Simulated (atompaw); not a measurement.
# A PAW (atompaw) potential for Fe, from input to tests

Do these settings give a usable potential? It is generated, then checked for scattering, ghosts and hardness.

Method: atompaw 4.2.0.5, LDA (PW92), scalar-relativistic.

### 1 The atom and the settings

Typed settings, in words:

```json
{
 "element": "iron (Fe, Z = 26)",
 "type": "PAW",
 "frozen core": "[Ne]",
 "valence charge": "16",
 "reference configuration": "3s2 3p6 3d6 4s1 4p0 (charge +1)",
 "partial waves": "3s (bound): rc 1.10 bohr; 4s (bound): rc 1.70 bohr; 3p (bound): rc 1.05 bohr; 4p (bound, empty): rc 1.30 bohr; 3d (bound): rc 1.70 bohr; 3d channel at 0.45 Ry: rc 1.70 bohr",
 "local potential": "troulliermartins scheme with l = 3 at 0.5 Ry, radius 1.30 bohr",
 "core correction": "smooth core density matched at 1.20 bohr",
 "augmentation charge": "sinc compensation charge, radius 1.60 bohr; PAW radius 1.70 bohr; waves and projectors: custom rrkj vanderbiltortho"
}
```

An earlier all-electron run gives the scale for the radii.

All-electron outer shells of the reference configuration (LDA (PW92), scalar-relativistic, ld1.x):

```csv
shell,level (eV),outermost node (bohr),outermost maximum (bohr)
2s,-826.37,0.08,0.22
2p,-706.49,–,0.18
3s,-102.12,0.33,0.70
3p,-68.54,0.30,0.72
3d,-16.27,–,0.71
4s,-12.63,1.00,2.26
4p,-7.54,1.09,2.80
```

### 2 Generating the potential

File Fe.input:

```
Fe 26
LDA-PW scalarrelativistic loggrid 1500 logderivrange -10 5 376
4 4 3 0 0 0
4 0 1
4 1 0
3 2 6
0 0 0
c
c
v
v
c
v
v
v
2
1.70 1.60 1.30 1.20
n
n
y
0.45
n
custom rrkj vanderbiltortho sinc
3 0.5 troulliermartins
1.10
1.70
1.05
1.30
1.70
1.70
PWSCFOUT
UPFDX 0.0125d0 UPFXMIN -7.d0 UPFZMESH 26.d0
END
```

On the command line:

```console
$ atompaw < Fe.input > Fe.log
```

**Question.** What will these runs give? Wanted: cutoffs for 10 and 1 mRy, occupied levels; bound ghosts; largest phase difference near zero energy, channels read; lowest eigenvalue of the overlap; share of valence orbitals outside the PAW sphere; UPF file.

As calculated:

| quantity | value |
| --- | --- |
| cutoffs for 10 and 1 mRy, occupied levels | 80 Ry and 140 Ry |
| bound ghosts | none found |
| largest phase difference near zero energy, channels read | 0.015 rad |
| lowest eigenvalue of the overlap (Bessel basis) | 0.057 (s) |
| share of valence orbitals outside the PAW sphere | 3s 1 %, 4s 87 %, 3p 2 %, 4p 94 %, 3d 15 % |
| UPF file | written |

The potential is hard: the looser tolerance needs 80 Ry. The slowest occupied level is 3p: taken alone it needs 80 Ry to come within 1 mRy, against 50 Ry for 3s. It is free of bound ghosts as far as tested. Near zero energy the phases of the channels with partial waves agree within 0.015 rad.
